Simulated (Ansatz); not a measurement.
# ClF3H3NZr: the cost of one run

All numbers below are computed with Ansatz 0.2.0 (RKS PBE/def2-SVP).

1 further run of the same task is left out (it didn't finish).

## (1) The starting structure

Bond lengths: Zr1–Cl2 2.870 Å, Zr1–F3 1.980 Å, Zr1–F4 1.979 Å, Zr1–F5 1.979 Å, Zr1–N6 2.510 Å, N6–H7 1.060 Å, N6–H8 1.060 Å. Angles: Cl2–Zr1–F3 109.4°, Cl2–Zr1–F4 109.5°, Cl2–Zr1–F5 109.5°, Cl2–Zr1–N6 71.6°, F3–Zr1–F4 109.5°, F3–Zr1–F5 109.5°, F3–Zr1–N6 178.9°, F4–Zr1–F5 109.5°, F4–Zr1–N6 70.0°, F5–Zr1–N6 70.0°, Zr1–N6–H7 120.0°, Zr1–N6–H8 120.0°, H7–N6–H8 120.0°.

Structure file:

```xyz
9

Zr    0.0000    0.0000    0.0000
Cl    0.0000    0.0000    2.8700
F     1.8671    0.0000   -0.6593
F    -0.9326    1.6157   -0.6593
F    -0.9326   -1.6157   -0.6593
N    -2.3820    0.0000    0.7915
H    -3.1020   -0.6071    0.3052
H    -2.6678    0.6071    1.6120
H    -1.6220    0.0000    2.0511
```

## (2) A restrained relaxation towards end A

Springs on the bonds that form and break draw the guess towards this end; the thresholds are loose.

The input, input.yaml:

```yaml
crystal:
  periodic: [false, false, false]
  atoms:
    - { symbol: Zr, position_ang: [0.0, 0.0, 0.0] }
    - { symbol: Cl, position_ang: [0.0, 0.0, 2.87] }
    - { symbol: F, position_ang: [1.8671, 0.0, -0.6593] }
    - { symbol: F, position_ang: [-0.9326, 1.6157, -0.6593] }
    - { symbol: F, position_ang: [-0.9326, -1.6157, -0.6593] }
    - { symbol: "N", position_ang: [-2.382, 0.0, 0.7915] }
    - { symbol: H, position_ang: [-3.102, -0.6071, 0.3052] }
    - { symbol: H, position_ang: [-2.6678, 0.6071, 1.612] }
    - { symbol: H, position_ang: [-1.622, 0.0, 2.0511] }
basis:
  gaussian: { orbitals: def2-SVP }
hamiltonian:
  xc: pbe
relax:
  f_tol: 0.15
  max_steps: 25
  restrain:
    - { distance: [0, 5], at: 3.41, k: 30.0 }
    - { distance: [8, 1], at: 2.57, k: 30.0 }
    - { distance: [0, 1], at: 2.52, k: 30.0 }
    - { distance: [8, 5], at: 1.06, k: 30.0 }
```

Started as:

```
$ ansatz run input.yaml --threads 4 --pin off --max-ram 5120MiB --backend cpu --events-out ev --progress --plain --runs-dir out
```

What time and memory should one allow on 4 threads of INTEL XEON PLATINUM 8581C at 2.10GHz (Emerald Rapids), shared host?

About 13 s, with a peak of 0.19 GiB.
